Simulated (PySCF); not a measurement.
**The bond of RbI, level by level**

The task here is to estimate one member of a computed series from the others.

Method: Rb def2-TZVPP with ECP28, I def2-TZVPP with ECP28, scalar-relativistic core potentials; program: PySCF 2.14.0.

The first run:

Settings of the job:

```json
{
 "atoms": "Rb, I",
 "charge": "0",
 "basis": "Rb def2-TZVPP with ECP28, I def2-TZVPP with ECP28",
 "Hamiltonian": "scalar-relativistic core potentials",
 "basis functions": "90",
 "electrons treated": "34",
 "masses in u": "84.9118, 126.9045",
 "levels": "PBE0, PBE, r²SCAN, LDA, TPSSh, B3LYP, M06-2X, LC-ωPBE, HF, MP2, SCS-MP2, CCSD, CCSD(T)",
 "grid": "80 radial by 434 angular points",
 "occupations": "held fixed by the projection of orbital angular momentum",
 "dissociation limit": "Rb + I, each in its ground configuration",
 "starting distance in angstrom": "3.370",
 "values of 2S to try": "0, 2"
}
```

Run with:

```console
$ OMP_NUM_THREADS=1 python dia.py task.json out
```

Steps of the session up to this table: The job; First curve: PBE0; Excited determinants; PBE; r²SCAN (meta-GGA); LDA (local density); TPSSh; B3LYP; M06-2X (hybrid meta-GGA); LC-ωPBE (range-separated hybrid); RHF; Correlated methods on the Hartree–Fock reference.

One table of the session follows, with a row left open; its other results are not shown here.

Differences from the measured constants:

| level | Re (mÅ) | ωe (%) |
| --- | --- | --- |
| RHF | +142 | -8.3 |
| RHF-MP2 | +58 | -2.3 |
| RHF-SCS-MP2 | +75 | -3.7 |
| RHF-CCSD | +75 | -3.5 |
| RHF-CCSD(T) | +72 | -3.3 |
| LDA | -6 | +1.3 |
| PBE | +63 | -5.5 |
| r²SCAN | +72 | -4.3 |
| TPSSh | +66 | -4.6 |
| B3LYP | +84 | -6.2 |
| PBE0 | ? | ? |
| M06-2X | +50 | 0.0 |
| LC-ωPBE | +50 | -2.1 |

Estimate the missing values for PBE0.

As computed: Re (mÅ): +53; ωe (%): -3.4. In the column «Re (mÅ)» it lies between LC-ωPBE (+50) and RHF-MP2 (+58).
